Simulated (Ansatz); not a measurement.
Molecular dynamics of Be

The input (input.yaml):

```yaml
crystal:
  lattice:
    - [6.982643, 0.0, 0.0]
    - [-3.491321, 6.047146, 0.0]
    - [0.0, 0.0, 7.294534]
  atoms:
    - { symbol: Be, position: [0.0, 0.0, 0.0] }
    - { symbol: Be, position: [0.1111111, 0.2222222, 0.25] }
    - { symbol: Be, position: [0.0, 0.0, 0.5] }
    - { symbol: Be, position: [0.1111111, 0.2222222, 0.75] }
    - { symbol: Be, position: [0.0, 0.3333333, 0.0] }
    - { symbol: Be, position: [0.1111111, 0.5555556, 0.25] }
    - { symbol: Be, position: [0.0, 0.3333333, 0.5] }
    - { symbol: Be, position: [0.1111111, 0.5555556, 0.75] }
    - { symbol: Be, position: [0.0, 0.6666667, 0.0] }
    - { symbol: Be, position: [0.1111111, 0.8888889, 0.25] }
    - { symbol: Be, position: [0.0, 0.6666667, 0.5] }
    - { symbol: Be, position: [0.1111111, 0.8888889, 0.75] }
    - { symbol: Be, position: [0.3333333, 0.0, 0.0] }
    - { symbol: Be, position: [0.4444444, 0.2222222, 0.25] }
    - { symbol: Be, position: [0.3333333, 0.0, 0.5] }
    - { symbol: Be, position: [0.4444444, 0.2222222, 0.75] }
    - { symbol: Be, position: [0.3333333, 0.3333333, 0.0] }
    - { symbol: Be, position: [0.4444444, 0.5555556, 0.25] }
    - { symbol: Be, position: [0.3333333, 0.3333333, 0.5] }
    - { symbol: Be, position: [0.4444444, 0.5555556, 0.75] }
    - { symbol: Be, position: [0.3333333, 0.6666667, 0.0] }
    - { symbol: Be, position: [0.4444444, 0.8888889, 0.25] }
    - { symbol: Be, position: [0.3333333, 0.6666667, 0.5] }
    - { symbol: Be, position: [0.4444444, 0.8888889, 0.75] }
    - { symbol: Be, position: [0.6666667, 0.0, 0.0] }
    - { symbol: Be, position: [0.7777778, 0.2222222, 0.25] }
    - { symbol: Be, position: [0.6666667, 0.0, 0.5] }
    - { symbol: Be, position: [0.7777778, 0.2222222, 0.75] }
    - { symbol: Be, position: [0.6666667, 0.3333333, 0.0] }
    - { symbol: Be, position: [0.7777778, 0.5555556, 0.25] }
    - { symbol: Be, position: [0.6666667, 0.3333333, 0.5] }
    - { symbol: Be, position: [0.7777778, 0.5555556, 0.75] }
    - { symbol: Be, position: [0.6666667, 0.6666667, 0.0] }
    - { symbol: Be, position: [0.7777778, 0.8888889, 0.25] }
    - { symbol: Be, position: [0.6666667, 0.6666667, 0.5] }
    - { symbol: Be, position: [0.7777778, 0.8888889, 0.75] }
basis:
  ecutwfc: 420.0
kpoints:
  mp_grid: { grid: [2, 2, 2] }
hamiltonian:
  xc: pbe
scf:
  occupations: { method: fermi_dirac, width: 0.36 }
  lower_state_search: "off"
md:
  timestep: 0.75
  n_steps: 80
  ensemble: nvt_langevin
  temperature: 4200.0
  initial_velocities: maxwell_boltzmann
  seed: 989879
  friction: 0.02
```

Run as:

```bash
$ ansatz run input.yaml --threads 1 --pin off --max-ram 3072MiB --backend cpu --events-out ev --progress --plain --runs-dir out
```

It starts from a structure without forces on its atoms.

Output, in part (one step line in 2):

```
md step     0: t =     0.00 fs  T =  4083.3 K  F+E_penalty+E_count = -3338.80898811 eV  E_kin = 19.001220 eV  (6 SCF iters)
md step     2: t =     1.50 fs  T =  3882.6 K  F+E_penalty+E_count = -3338.51650572 eV  E_kin = 18.067268 eV  (6 SCF iters)
md step     4: t =     3.00 fs  T =  3951.3 K  F+E_penalty+E_count = -3337.67935941 eV  E_kin = 18.386862 eV  (6 SCF iters)
md step     6: t =     4.50 fs  T =  3527.6 K  F+E_penalty+E_count = -3336.35098915 eV  E_kin = 16.415394 eV  (5 SCF iters)
md step     8: t =     6.00 fs  T =  2879.7 K  F+E_penalty+E_count = -3334.72626679 eV  E_kin = 13.400278 eV  (5 SCF iters)
md step    10: t =     7.50 fs  T =  2772.9 K  F+E_penalty+E_count = -3332.91872441 eV  E_kin = 12.903295 eV  (6 SCF iters)
md step    12: t =     9.00 fs  T =  2531.2 K  F+E_penalty+E_count = -3330.94106887 eV  E_kin = 11.778560 eV  (5 SCF iters)
md step    14: t =    10.50 fs  T =  1906.2 K  F+E_penalty+E_count = -3329.12525101 eV  E_kin = 8.870107 eV  (5 SCF iters)
md step    16: t =    12.00 fs  T =  1833.6 K  F+E_penalty+E_count = -3327.50720757 eV  E_kin = 8.532615 eV  (5 SCF iters)
md step    18: t =    13.50 fs  T =  1926.1 K  F+E_penalty+E_count = -3326.18744183 eV  E_kin = 8.962662 eV  (5 SCF iters)
md step    20: t =    15.00 fs  T =  1942.2 K  F+E_penalty+E_count = -3325.00988064 eV  E_kin = 9.037612 eV  (6 SCF iters)
md step    22: t =    16.50 fs  T =  1991.9 K  F+E_penalty+E_count = -3324.14128847 eV  E_kin = 9.268976 eV  (5 SCF iters)
md step    24: t =    18.00 fs  T =  1935.8 K  F+E_penalty+E_count = -3323.62312006 eV  E_kin = 9.007864 eV  (5 SCF iters)
md step    26: t =    19.50 fs  T =  2016.4 K  F+E_penalty+E_count = -3323.39400776 eV  E_kin = 9.382807 eV  (5 SCF iters)
md step    28: t =    21.00 fs  T =  2071.7 K  F+E_penalty+E_count = -3323.36426941 eV  E_kin = 9.640225 eV  (5 SCF iters)
md step    30: t =    22.50 fs  T =  2419.5 K  F+E_penalty+E_count = -3323.56759215 eV  E_kin = 11.258696 eV  (6 SCF iters)
md step    32: t =    24.00 fs  T =  2697.9 K  F+E_penalty+E_count = -3323.77065282 eV  E_kin = 12.554348 eV  (5 SCF iters)
md step    34: t =    25.50 fs  T =  2635.9 K  F+E_penalty+E_count = -3323.75835063 eV  E_kin = 12.265804 eV  (5 SCF iters)
md step    36: t =    27.00 fs  T =  2720.5 K  F+E_penalty+E_count = -3323.58727988 eV  E_kin = 12.659290 eV  (5 SCF iters)
md step    38: t =    28.50 fs  T =  2739.0 K  F+E_penalty+E_count = -3323.41645242 eV  E_kin = 12.745768 eV  (5 SCF iters)
md step    40: t =    30.00 fs  T =  2807.4 K  F+E_penalty+E_count = -3323.26555301 eV  E_kin = 13.064075 eV  (6 SCF iters)
md step    42: t =    31.50 fs  T =  2728.1 K  F+E_penalty+E_count = -3323.08156052 eV  E_kin = 12.694854 eV  (5 SCF iters)
md step    44: t =    33.00 fs  T =  2890.4 K  F+E_penalty+E_count = -3322.88330511 eV  E_kin = 13.449942 eV  (5 SCF iters)
md step    46: t =    34.50 fs  T =  2774.8 K  F+E_penalty+E_count = -3322.58735627 eV  E_kin = 12.912316 eV  (5 SCF iters)
md step    48: t =    36.00 fs  T =  2564.0 K  F+E_penalty+E_count = -3322.20281753 eV  E_kin = 11.931215 eV  (5 SCF iters)
md step    50: t =    37.50 fs  T =  2388.3 K  F+E_penalty+E_count = -3321.86726939 eV  E_kin = 11.113415 eV  (6 SCF iters)
md step    52: t =    39.00 fs  T =  2658.7 K  F+E_penalty+E_count = -3321.48439408 eV  E_kin = 12.371658 eV  (5 SCF iters)
md step    54: t =    40.50 fs  T =  2640.0 K  F+E_penalty+E_count = -3321.20089016 eV  E_kin = 12.285063 eV  (5 SCF iters)
md step    56: t =    42.00 fs  T =  2857.1 K  F+E_penalty+E_count = -3320.99510693 eV  E_kin = 13.295086 eV  (5 SCF iters)
md step    58: t =    43.50 fs  T =  2678.1 K  F+E_penalty+E_count = -3320.96708811 eV  E_kin = 12.462061 eV  (5 SCF iters)
md step    60: t =    45.00 fs  T =  2739.9 K  F+E_penalty+E_count = -3321.00710810 eV  E_kin = 12.749948 eV  (6 SCF iters)
md step    62: t =    46.50 fs  T =  2931.8 K  F+E_penalty+E_count = -3321.05870088 eV  E_kin = 13.642761 eV  (5 SCF iters)
md step    64: t =    48.00 fs  T =  2820.0 K  F+E_penalty+E_count = -3320.97272294 eV  E_kin = 13.122260 eV  (5 SCF iters)
md step    66: t =    49.50 fs  T =  2908.9 K  F+E_penalty+E_count = -3320.70530475 eV  E_kin = 13.536006 eV  (5 SCF iters)
md step    68: t =    51.00 fs  T =  3155.3 K  F+E_penalty+E_count = -3320.31869829 eV  E_kin = 14.682717 eV  (5 SCF iters)
md step    70: t =    52.50 fs  T =  3284.2 K  F+E_penalty+E_count = -3319.75330566 eV  E_kin = 15.282583 eV  (6 SCF iters)
md step    72: t =    54.00 fs  T =  3103.0 K  F+E_penalty+E_count = -3319.17480864 eV  E_kin = 14.439224 eV  (5 SCF iters)
md step    74: t =    55.50 fs  T =  3117.1 K  F+E_penalty+E_count = -3318.78633262 eV  E_kin = 14.504775 eV  (5 SCF iters)
md step    76: t =    57.00 fs  T =  3422.8 K  F+E_penalty+E_count = -3318.60187196 eV  E_kin = 15.927620 eV  (5 SCF iters)
md step    78: t =    58.50 fs  T =  3622.9 K  F+E_penalty+E_count = -3318.60691918 eV  E_kin = 16.858426 eV  (5 SCF iters)
md step    80: t =    60.00 fs  T =  3688.8 K  F+E_penalty+E_count = -3318.73727928 eV  E_kin = 17.165133 eV  (6 SCF iters)
```

The run went to its last step. The mean temperature of the second half is 30 % below the set value. A run of 0.06 ps of so small a system gives no equilibrium averages. Limits of this set-up: coarse k mesh.

Mean squared displacements from the first frame to the last, about the centre of mass: Be 0.37 Å².

Last frame:

```xyz
36
Lattice="6.9826 0.0000 0.0000 -3.4913 6.0471 0.0000 0.0000 0.0000 7.2945" Properties=species:S:1:pos:R:3
Be 0.268 -0.296 0.231
Be 0.253 1.449 2.255
Be 0.031 0.036 3.795
Be 0.489 1.030 6.105
Be -1.236 1.621 0.290
Be -1.447 3.511 1.385
Be -0.786 1.837 4.175
Be -1.905 2.835 5.076
Be -2.279 4.157 -0.355
Be -1.842 5.670 1.622
Be -1.959 3.977 3.200
Be -2.203 5.200 5.328
Be 2.348 -0.161 -0.081
Be 2.676 1.243 1.774
Be 2.269 -0.440 3.740
Be 2.588 0.541 5.518
Be 0.999 2.725 -0.094
Be 1.856 3.385 2.123
Be 1.458 1.762 3.737
Be 0.853 2.619 5.115
Be -0.573 3.886 -0.765
Be 0.231 5.704 1.456
Be -0.081 3.783 4.085
Be 0.875 5.192 5.468
Be 5.161 -0.654 0.193
Be 5.052 1.577 2.211
Be 4.755 -0.183 3.660
Be 4.563 1.164 5.671
Be 3.854 2.399 0.714
Be 3.935 4.027 1.679
Be 3.481 2.058 3.374
Be 2.906 2.599 5.633
Be 2.662 3.684 0.122
Be 2.184 5.691 1.957
Be 2.236 4.125 3.651
Be 2.501 5.886 5.231
```

Time of the run: 11 min on 1 thread of Arm Neoverse V1, on a shared host, peak memory 0.66 GiB.
